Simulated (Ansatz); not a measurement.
# H10N2Si2: the cost of one run

Program: Ansatz 0.2.0. Level of theory: UKS revPBE/6-31G. These are calculated values, not measurements.

## (1) The structure to begin with

Bond lengths: Si1–Si2 2.596 Å, Si1–H3 1.468 Å, Si1–H4 1.491 Å, Si1–N5 1.724 Å, Si1–N7 2.129 Å, Si2–H8 1.472 Å, Si2–H9 1.462 Å, Si2–H10 1.477 Å, N5–H11 1.005 Å, N5–H12 1.004 Å, N7–H13 1.013 Å, N7–H14 1.013 Å. Angles (14 of 22 angles, heavy atoms first): Si2–Si1–N5 115.7°, Si2–Si1–N7 80.9°, N5–Si1–N7 86.5°, Si1–Si2–H8 113.1°, Si1–Si2–H9 98.6°, Si1–Si2–H10 130.7°, Si2–Si1–H3 117.8°, Si2–Si1–H4 89.3°, H3–Si1–N5 123.5°, H3–Si1–N7 85.3°, H4–Si1–N5 97.1°, H4–Si1–N7 170.2°, Si1–N5–H11 118.3°, Si1–N5–H12 120.5°.

Structure file:

```xyz
14

Si   -0.2866   -0.9322    0.0683
Si    0.6083    0.9886    1.5680
H     0.6339   -2.0265   -0.2642
H    -0.9715   -1.5177    1.2564
N    -1.7068   -0.5729   -0.8405
H     0.9334    0.8773   -0.2744
N     0.7775    0.1782   -1.4037
H     1.9938    0.7738    2.0178
H    -0.1942    0.7273    2.7614
H     0.4958    2.4546    1.4248
H    -2.5688   -1.0149   -0.5720
H    -1.6604   -0.4655   -1.8378
H     0.2971    0.7051   -2.1238
H     1.6486   -0.1752   -1.7804
```

## (2) Run 1

150 steps of 0.5 fs at constant energy, with velocities drawn for 600 K.

The input, input.yaml:

```yaml
crystal:
  periodic: [false, false, false]
  atoms:
    - { symbol: Si, position_ang: [-0.2866, -0.9322, 0.0683] }
    - { symbol: Si, position_ang: [0.6083, 0.9886, 1.568] }
    - { symbol: H, position_ang: [0.6339, -2.0265, -0.2642] }
    - { symbol: H, position_ang: [-0.9715, -1.5177, 1.2564] }
    - { symbol: "N", position_ang: [-1.7068, -0.5729, -0.8405] }
    - { symbol: H, position_ang: [0.9334, 0.8773, -0.2744] }
    - { symbol: "N", position_ang: [0.7775, 0.1782, -1.4037] }
    - { symbol: H, position_ang: [1.9938, 0.7738, 2.0178] }
    - { symbol: H, position_ang: [-0.1942, 0.7273, 2.7614] }
    - { symbol: H, position_ang: [0.4958, 2.4546, 1.4248] }
    - { symbol: H, position_ang: [-2.5688, -1.0149, -0.572] }
    - { symbol: H, position_ang: [-1.6604, -0.4655, -1.8378] }
    - { symbol: H, position_ang: [0.2971, 0.7051, -2.1238] }
    - { symbol: H, position_ang: [1.6486, -0.1752, -1.7804] }
magnetization:
  spin_polarized: true
basis:
  gaussian: { orbitals: "6-31G" }
hamiltonian:
  xc: revpbe
md:
  timestep: 0.5
  n_steps: 150
  ensemble: nve
  temperature: 600.0
  initial_velocities: maxwell_boltzmann
  seed: 922876
```

Run with:

```sh
$ ansatz run input.yaml --threads 1 --pin off --max-ram 2048MiB --backend cpu --events-out ev --progress --plain --runs-dir out
```

What time and memory should one allow on 1 thread of Arm Neoverse N1, shared host?

About 20 min, with a peak of 0.15 GiB.
